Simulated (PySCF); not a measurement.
# GeSiH5Cl (SMILES [SiH3][GeH2][Cl]) at 6 levels

Wanted: a comparison of 6 runs (HF/STO-3G, HF/3-21G, HF/6-31G, B3LYP/6-31G*, PBE0/def2-SVP, wB97X/pcseg-2) of GeSiH5Cl. 

The results are computed with PySCF 2.14.0.

**1. The system as given**

GeSiH5Cl: 8 atoms, total charge 0, spin state singlet. SMILES: `[SiH3][GeH2][Cl]`. The shape is that of a PBE0-D4/def2-TZVP optimisation.

Bond lengths: Si1–Ge2 2.380 Å, Ge2–Cl3 2.169 Å, Si1–H4 1.487 Å, Si1–H5 1.484 Å, Si1–H6 1.484 Å, Ge2–H7 1.537 Å, Ge2–H8 1.537 Å. Some angles: Si1–Ge2–Cl3 106.5°, Si1–Ge2–H7 114.0°, Si1–Ge2–H8 114.0°, Cl3–Ge2–H7 106.1°, Cl3–Ge2–H8 106.1°, Ge2–Si1–H4 109.5°, Ge2–Si1–H5 108.9°, Ge2–Si1–H6 108.9°, H7–Ge2–H8 109.6°, H4–Si1–H5 109.7°.

**2. Energy and forces at HF/STO-3G (run 1)**

Contents of run.py:

```python
import pyscf.grad
from pyscf import gto

molecule = gto.M(
    atom='''
Si  -0.863600   0.827300  -0.302500
Ge   0.738300  -0.882000   0.118400
Cl   1.963100  -0.183700   1.766200
H   -1.744900   0.416200  -1.427300
H   -0.149800   2.078700  -0.658900
H   -1.678500   1.035600   0.920200
H    1.703100  -1.135200  -1.051200
H    0.124600  -2.213900   0.579200
''',
    verbose=3,
    basis='sto-3g',
    max_memory=1860,
)

mf = molecule.RHF()
mf.conv_tol = 1e-10
mf.kernel()
if not mf.converged:
    mf = mf.newton().run(mf.mo_coeff, mf.mo_occ)

e_tot = mf.e_tot
print(f'total energy: {e_tot:.8f} hartree')
grad = mf.Gradients().kernel()
dip = mf.dip_moment()
pop, q = mf.mulliken_pop()
```

Command:

```bash
OMP_NUM_THREADS=1 python run.py
```

Log:

```text
converged SCF energy = -2794.92777655698
total energy: -2794.92777656 hartree
--------------- RHF gradients ---------------
         x                y                z
0 Si     0.0079438313    -0.0071599597     0.0029976587
1 Ge     0.0024328525     0.0240022836     0.0182455667
2 Cl     0.0004743707     0.0026998893     0.0022436240
3 H    -0.0191829112    -0.0099365661    -0.0251404496
4 H     0.0170479129     0.0264977627    -0.0075189743
5 H    -0.0168231095     0.0033930609     0.0274576661
6 H     0.0240678510    -0.0060642775    -0.0298192917
7 H    -0.0159607977    -0.0334321933     0.0115342000
----------------------------------------------
Dipole moment(X, Y, Z, Debye): -2.28110, -0.50325, -2.54077
 ** Mulliken pop  **
pop of  0 Si 1s           1.99962
pop of  0 Si 2s           1.98743
pop of  0 Si 3s           1.23977
pop of  0 Si 2px          1.96470
pop of  0 Si 2py          1.96480
pop of  0 Si 2pz          1.96502
pop of  0 Si 3px          0.78168
pop of  0 Si 3py          0.78528
pop of  0 Si 3pz          0.78432
pop of  1 Ge 1s           1.99998
pop of  1 Ge 2s           1.99882
pop of  1 Ge 3s           1.99742
pop of  1 Ge 4s           1.27783
pop of  1 Ge 2px          1.99957
pop of  1 Ge 2py          1.99958
pop of  1 Ge 2pz          1.99954
pop of  1 Ge 3px          1.98005
pop of  1 Ge 3py          1.98094
pop of  1 Ge 3pz          1.97867
pop of  1 Ge 4px          0.79690
pop of  1 Ge 4py          0.86456
pop of  1 Ge 4pz          0.68363
pop of  1 Ge 3dxy         1.98755
pop of  1 Ge 3dyz         1.99311
pop of  1 Ge 3dz^2        1.99283
pop of  1 Ge 3dxz         1.98114
pop of  1 Ge 3dx2-y2      1.99280
pop of  2 Cl 1s           1.99998
pop of  2 Cl 2s           1.99904
pop of  2 Cl 3s           1.98420
pop of  2 Cl 2px          1.99690
pop of  2 Cl 2py          1.99874
pop of  2 Cl 2pz          1.99463
pop of  2 Cl 3px          1.81529
pop of  2 Cl 3py          1.92735
pop of  2 Cl 3pz          1.67996
pop of  3 H 1s            1.14283
pop of  4 H 1s            1.13674
pop of  5 H 1s            1.13673
pop of  6 H 1s            1.10505
pop of  7 H 1s            1.10503
 ** Mulliken atomic charges  **
charge of    0Si =      0.52739
charge of    1Ge =      0.49507
charge of    2Cl =     -0.39609
charge of    3H =     -0.14283
charge of    4H =     -0.13674
charge of    5H =     -0.13673
charge of    6H =     -0.10505
charge of    7H =     -0.10503
```

It took 2 s on 1 thread of Arm Neoverse V2, shared host; peak memory 0.12 GiB.

**3. Energy and gradient at HF/3-21G (run 2)**

Contents of input.py:

```python
from pyscf import gto, scf

mol = gto.Mole()
mol.atom = [
    ('Si', (-0.863600, 0.827300, -0.302500)),
    ('Ge', (0.738300, -0.882000, 0.118400)),
    ('Cl', (1.963100, -0.183700, 1.766200)),
    ('H', (-1.744900, 0.416200, -1.427300)),
    ('H', (-0.149800, 2.078700, -0.658900)),
    ('H', (-1.678500, 1.035600, 0.920200)),
    ('H', (1.703100, -1.135200, -1.051200)),
    ('H', (0.124600, -2.213900, 0.579200)),
]
mol.max_memory = 1860
mol.basis = '3-21g'
mol.verbose = 3
mol.build()

myscf = scf.RHF(mol)
myscf.conv_tol = 1e-10
myscf.kernel()
if not myscf.converged:
    myscf = myscf.newton().run(myscf.mo_coeff, myscf.mo_occ)

e_tot = myscf.e_tot
print('E = %.10f Eh' % e_tot)
grad = myscf.nuc_grad_method().kernel()
dip = myscf.dip_moment()
pop, q = myscf.mulliken_pop()
```

Command:

```bash
OMP_NUM_THREADS=1 python input.py
```

Log:

```text
converged SCF energy = -2812.95403487323
E = -2812.9540348732 Eh
--------------- RHF gradients ---------------
         x                y                z
0 Si     0.0059254046    -0.0059473860     0.0018191594
1 Ge     0.0102301465     0.0175984296     0.0215471919
2 Cl    -0.0173191589    -0.0093806624    -0.0229757923
3 H    -0.0003225065     0.0003710143    -0.0000679813
4 H    -0.0000122920     0.0003054902    -0.0000377161
5 H    -0.0001963061     0.0001838310     0.0001453477
6 H     0.0018146035    -0.0008990244    -0.0012161420
7 H    -0.0001198911    -0.0022316923     0.0007859327
----------------------------------------------
Dipole moment(X, Y, Z, Debye): -2.18605, -0.71760, -2.59047
 ** Mulliken pop  **
pop of  0 Si 1s           1.99864
pop of  0 Si 2s           1.97568
pop of  0 Si 3s           0.67110
pop of  0 Si 4s           0.69248
pop of  0 Si 2px          1.95738
pop of  0 Si 2py          1.95738
pop of  0 Si 2pz          1.95780
pop of  0 Si 3px          0.55397
pop of  0 Si 3py          0.55345
pop of  0 Si 3pz          0.55264
pop of  0 Si 4px          0.22570
pop of  0 Si 4py          0.25072
pop of  0 Si 4pz          0.21366
pop of  1 Ge 1s           1.99982
pop of  1 Ge 2s           1.99806
pop of  1 Ge 3s           1.99685
pop of  1 Ge 4s           0.77849
pop of  1 Ge 5s           0.51852
pop of  1 Ge 2px          1.99815
pop of  1 Ge 2py          1.99821
pop of  1 Ge 2pz          1.99810
pop of  1 Ge 3px          1.98486
pop of  1 Ge 3py          1.98558
pop of  1 Ge 3pz          1.98411
pop of  1 Ge 4px          0.55230
pop of  1 Ge 4py          0.60190
pop of  1 Ge 4pz          0.48157
pop of  1 Ge 5px          0.12311
pop of  1 Ge 5py          0.15385
pop of  1 Ge 5pz          0.08597
pop of  1 Ge 3dxy         1.99341
pop of  1 Ge 3dyz         1.99573
pop of  1 Ge 3dz^2        1.99607
pop of  1 Ge 3dxz         1.99109
pop of  1 Ge 3dx2-y2      1.99633
pop of  2 Cl 1s           1.99860
pop of  2 Cl 2s           1.95910
pop of  2 Cl 3s           1.10222
pop of  2 Cl 4s           0.95673
pop of  2 Cl 2px          1.96859
pop of  2 Cl 2py          1.97006
pop of  2 Cl 2pz          1.96691
pop of  2 Cl 3px          1.00584
pop of  2 Cl 3py          1.04846
pop of  2 Cl 3pz          0.95814
pop of  2 Cl 4px          0.85744
pop of  2 Cl 4py          0.89964
pop of  2 Cl 4pz          0.80656
pop of  3 H 1s            0.41887
pop of  3 H 2s            0.73720
pop of  4 H 1s            0.41883
pop of  4 H 2s            0.72221
pop of  5 H 1s            0.41884
pop of  5 H 2s            0.72220
pop of  6 H 1s            0.40930
pop of  6 H 2s            0.73613
pop of  7 H 1s            0.40930
pop of  7 H 2s            0.73613
 ** Mulliken atomic charges  **
charge of    0Si =      0.43941
charge of    1Ge =      0.78790
charge of    2Cl =     -0.49829
charge of    3H =     -0.15607
charge of    4H =     -0.14105
charge of    5H =     -0.14104
charge of    6H =     -0.14543
charge of    7H =     -0.14543
```

Run time: 2 s. Hardware: 1 thread of Arm Neoverse V2, shared host; peak memory 0.13 GiB.

Runs 3 to 4 aren't shown in full; the table further down has their settings and results.

**4. Energy and forces at PBE0/def2-SVP (run 5)**

Contents of job.py:

```python
# [SiH3][GeH2][Cl]
from pyscf import gto, dft

mol = gto.Mole()
mol.atom = [
    ('Si', (-0.863600, 0.827300, -0.302500)),
    ('Ge', (0.738300, -0.882000, 0.118400)),
    ('Cl', (1.963100, -0.183700, 1.766200)),
    ('H', (-1.744900, 0.416200, -1.427300)),
    ('H', (-0.149800, 2.078700, -0.658900)),
    ('H', (-1.678500, 1.035600, 0.920200)),
    ('H', (1.703100, -1.135200, -1.051200)),
    ('H', (0.124600, -2.213900, 0.579200)),
]
mol.verbose = 3
mol.max_memory = 1860
mol.basis = 'def2-svp'
mol.build()

mf = dft.RKS(mol)
mf.xc = 'pbe0'
mf.conv_tol = 1e-10
mf.grids.level = 5
mf.kernel()
if not mf.converged:
    mf = mf.newton().run(mf.mo_coeff, mf.mo_occ)

e_tot = mf.e_tot
print(f'total energy: {e_tot:.8f} hartree')
grad = mf.nuc_grad_method().kernel()
dip = mf.dip_moment()
pop, q = mf.mulliken_pop()
```

Command:

```bash
OMP_NUM_THREADS=1 python job.py
```

Log:

```text
converged SCF energy = -2828.69575526232
total energy: -2828.69575526 hartree
[... 8 lines left out ...]
Dipole moment(X, Y, Z, Debye): -1.36055, -0.30741, -1.52014
[... 102 lines left out ...]
charge of    7H =     -0.04533
```

Wall time 27 s (1 thread of Arm Neoverse V2, shared host); peak memory 0.91 GiB.

**5. Energy and forces at wB97X/pcseg-2 (run 6)**

Contents of job.py:

```python
import pyscf.grad
from pyscf import gto, dft

mol = gto.M(
    atom=[
    ('Si', (-0.863600, 0.827300, -0.302500)),
    ('Ge', (0.738300, -0.882000, 0.118400)),
    ('Cl', (1.963100, -0.183700, 1.766200)),
    ('H', (-1.744900, 0.416200, -1.427300)),
    ('H', (-0.149800, 2.078700, -0.658900)),
    ('H', (-1.678500, 1.035600, 0.920200)),
    ('H', (1.703100, -1.135200, -1.051200)),
    ('H', (0.124600, -2.213900, 0.579200)),
],
    max_memory=1860,
    basis='pcseg-2',
    verbose=3,
)

ks = dft.RKS(mol)
ks.xc = 'wb97x'
ks.conv_tol = 1e-10
ks.grids.level = 5
ks.kernel()
if not ks.converged:
    ks = ks.newton().run(ks.mo_coeff, ks.mo_occ)

e_final = ks.e_tot
print('Final energy', e_final)
grad = ks.Gradients().kernel()
ks.analyze()
```

Command:

```bash
OMP_NUM_THREADS=1 python job.py
```

Log:

```text
converged SCF energy = -2829.85558711254
[... 22 lines left out ...]
MO #13  energy= -5.38751048133605  occ= 2
[... 20 lines left out ...]
MO #34  energy= -0.383757719965849 occ= 2
[... 20 lines left out ...]
MO #55  energy= 0.377321546273816  occ= 0
[... 20 lines left out ...]
MO #76  energy= 0.922532588137191  occ= 0
[... 20 lines left out ...]
MO #97  energy= 1.4110449133746    occ= 0
[... 20 lines left out ...]
MO #118 energy= 2.24605804370992   occ= 0
[... 20 lines left out ...]
MO #139 energy= 3.89372954493932   occ= 0
[... 20 lines left out ...]
MO #160 energy= 4.4057746283182    occ= 0
[... 20 lines left out ...]
MO #181 energy= 32.3156600176192   occ= 0
[... 9 lines left out ...]
Dipole moment(X, Y, Z, Debye): -1.54267, -0.31646, -1.70244
```

Run time: 5.4 min. Hardware: 1 thread of Arm Neoverse V2, shared host; peak memory 2.5 GiB.

**6. The series**

```csv
run,level,integration grid,energy (Eh),dipole moment (D),HOMO energy (eV),LUMO energy (eV),wall time
1,HF/STO-3G,–,-2794.927777,3.45,-8.89,8.49,2 s
2,HF/3-21G,–,-2812.954035,3.46,-10.99,2.40,2 s
3,HF/6-31G,–,-2826.291351,3.52,-10.97,2.22,7.8 s
4,B3LYP/6-31G* (spherical functions),5,-2829.491589,2.41,-7.81,-0.79,28 s
5,PBE0/def2-SVP,5,-2828.695755,2.06,-8.06,-0.47,27 s
6,wB97X/pcseg-2,5,-2829.855587,2.32,-10.44,1.27,5.4 min
```

**7. Summary of results**

| quantity | value |
| --- | --- |
| run 6: total energy | -2829.85559 Eh |
| run 6: dipole moment | 2.32 D |
| run 6: HOMO energy | -10.44 eV |
| run 6: LUMO energy | 1.27 eV |
| run 6: HOMO–LUMO gap | 11.71 eV |
| run 6: largest force on an atom | 0.120 eV/Å |

What this shows: The dipole moment (its size) runs from 2.06 D (PBE0/def2-SVP) to 3.52 D (HF/6-31G). The two ends differ in method and basis. The HOMO–LUMO gap runs from 7.03 eV (B3LYP/6-31G*) to 17.38 eV (HF/STO-3G). Totals of different functionals can't be ranked against each other. In run 1 the basis is minimal, so the values are rough. All runs together took 6.5 min, the longest 5.4 min.
